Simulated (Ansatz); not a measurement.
# C₄H₉GeN: vertical ionisation energy

One table from this session's results is given with a row withheld; the runs are named, their logs left out.

Program: Ansatz 0.2.0, Gaussian basis. Level of theory: unrestricted cation, the program's frozen cores in correlated methods. These are calculated values, not measurements.

Plan: UKS PBE-D4/def2-TZVPP; UKS r2SCAN-D4/def2-TZVPP; UKS PBE0-D4/def2-TZVPP; UKS B3LYP-D4/def2-TZVPP; UHF-CCSD(T)/def2-TZVPP; UHF-MP2/def2-QZVPP; extrapolation to the limit; then −ε(HOMO) from the neutral's earlier runs with LDA (SPW92), PBE-D4, revPBE-D4, BLYP-D4, r2SCAN-D4, B97M-V, PBE0-D4, B3LYP-D4, r2SCANh-D4, r2SCAN0-D4, HSE06-D4, BHLYP-D4, CAM-B3LYP-D4, LC-ωPBE, ωB97X-V, ωB97M-V.

3 further runs of the same task are left out: 3 that didn't finish.

### The geometry

The geometry comes from an earlier relaxation with PBE0-D4 in a triple-zeta def2 set; it is a stationary point, not always the lowest conformer.

SMILES `[CH3][Ge]([CH3])([CH3])[C]#N`, 15 atoms, charge 0, spin multiplicity 1.

Atoms are counted from 1 here; the program's logs count them from 0.

Bond lengths: C1–Ge2 1.946 Å, C1–H7 1.092 Å, C1–H8 1.090 Å, C1–H9 1.090 Å, Ge2–C3 1.946 Å, Ge2–C4 1.946 Å, Ge2–C5 1.947 Å, C3–H10 1.090 Å, C3–H11 1.092 Å, C3–H12 1.090 Å, C4–H13 1.090 Å, C4–H14 1.092 Å, C4–H15 1.090 Å, C5–N6 1.152 Å. Angles: Ge2–C1–H7 109.9°, Ge2–C1–H8 110.4°, Ge2–C1–H9 110.4°, H7–C1–H8 108.7°, H7–C1–H9 108.7°, H8–C1–H9 108.7°, C1–Ge2–C3 112.6°, C1–Ge2–C4 112.6°, C1–Ge2–C5 106.1°, C3–Ge2–C4 112.6°, C3–Ge2–C5 106.1°, C4–Ge2–C5 106.1°, Ge2–C3–H10 110.4°, Ge2–C3–H11 109.9°, Ge2–C3–H12 110.4°, H10–C3–H11 108.7°, H10–C3–H12 108.7°, H11–C3–H12 108.7° and more.

Geometry (Å):

```xyz
15
C4H9GeN
C    -0.9660   -0.4246    1.5928
Ge   -0.0159    0.1560   -0.0029
C     1.8927   -0.2114    0.0880
C    -0.8284   -0.5096   -1.6408
C    -0.1912    2.0941   -0.0612
N    -0.2951    3.2413   -0.0956
H    -0.9054   -1.5105    1.6858
H    -2.0161   -0.1362    1.5359
H    -0.5270    0.0281    2.4824
H     2.4000    0.1935   -0.7882
H     2.0614   -1.2892    0.1238
H     2.3246    0.2404    0.9816
H    -0.3149   -0.1026   -2.5125
H    -0.7616   -1.5987   -1.6716
H    -1.8791   -0.2217   -1.6881
```

The first run:

Input file in.yaml:

```yaml
crystal:
  periodic: [false, false, false]
  atoms:
    - {symbol: C, position_ang: [-0.966030, -0.424596, 1.592760]}
    - {symbol: Ge, position_ang: [-0.015875, 0.156046, -0.002889]}
    - {symbol: C, position_ang: [1.892726, -0.211362, 0.088049]}
    - {symbol: C, position_ang: [-0.828353, -0.509617, -1.640802]}
    - {symbol: C, position_ang: [-0.191241, 2.094123, -0.061222]}
    - {symbol: N, position_ang: [-0.295066, 3.241259, -0.095624]}
    - {symbol: H, position_ang: [-0.905359, -1.510469, 1.685799]}
    - {symbol: H, position_ang: [-2.016128, -0.136166, 1.535900]}
    - {symbol: H, position_ang: [-0.527044, 0.028118, 2.482406]}
    - {symbol: H, position_ang: [2.399956, 0.193543, -0.788247]}
    - {symbol: H, position_ang: [2.061426, -1.289195, 0.123810]}
    - {symbol: H, position_ang: [2.324620, 0.240445, 0.981618]}
    - {symbol: H, position_ang: [-0.314921, -0.102550, -2.512471]}
    - {symbol: H, position_ang: [-0.761649, -1.598679, -1.671641]}
    - {symbol: H, position_ang: [-1.879063, -0.221701, -1.688144]}
basis:
  gaussian: {orbitals: def2-TZVPP}
total_charge: 1
magnetization: {spin_polarized: true, initial_magnetization: 1}
hamiltonian: {xc: pbe, dispersion: d4}
```

Started as:

```bash
$ ansatz run in.yaml --threads 2 --pin off --events-out ev --progress --plain --max-ram 32768MiB --backend cpu
```

Steps of the session up to this table: Cation, UKS PBE-D4/def2-TZVPP; Cation, UKS r2SCAN-D4/def2-TZVPP; Cation, UKS PBE0-D4/def2-TZVPP; Cation, UKS B3LYP-D4/def2-TZVPP; Cation, UHF-CCSD(T)/def2-TZVPP; Cation, UHF-MP2/def2-QZVPP.

One of the session's tables, all rows but one given; the rest of the session is left out.

For comparison, −ε(HOMO) of the neutral from earlier runs:

| functional | −ε(HOMO) (eV) |
| --- | --- |
| LDA (SPW92) | 7.71 |
| PBE-D4 | 7.54 |
| revPBE-D4 | 7.48 |
| BLYP-D4 | 7.40 |
| r2SCAN-D4 | ? |
| B97M-V | 7.85 |
| PBE0-D4 | 8.81 |
| B3LYP-D4 | 8.57 |
| r2SCANh-D4 | 8.28 |
| r2SCAN0-D4 | 8.99 |
| HSE06-D4 | 8.41 |
| BHLYP-D4 | 9.96 |
| CAM-B3LYP-D4 | 10.16 |
| LC-ωPBE | 11.54 |
| ωB97X-V | 11.16 |
| ωB97M-V | 11.02 |

Estimate the missing values for r2SCAN-D4.

Worked estimate for «−ε(HOMO) (eV)». Against the share of exact exchange, r2SCANh-D4 (0.1, 8.28), r2SCAN0-D4 (0.25, 8.99) give a slope of 4.73 per unit share; at 0 the line stands at 7.81.

As computed: −ε(HOMO) (eV): 7.81. In «−ε(HOMO) (eV)» the line misses by 0.00.
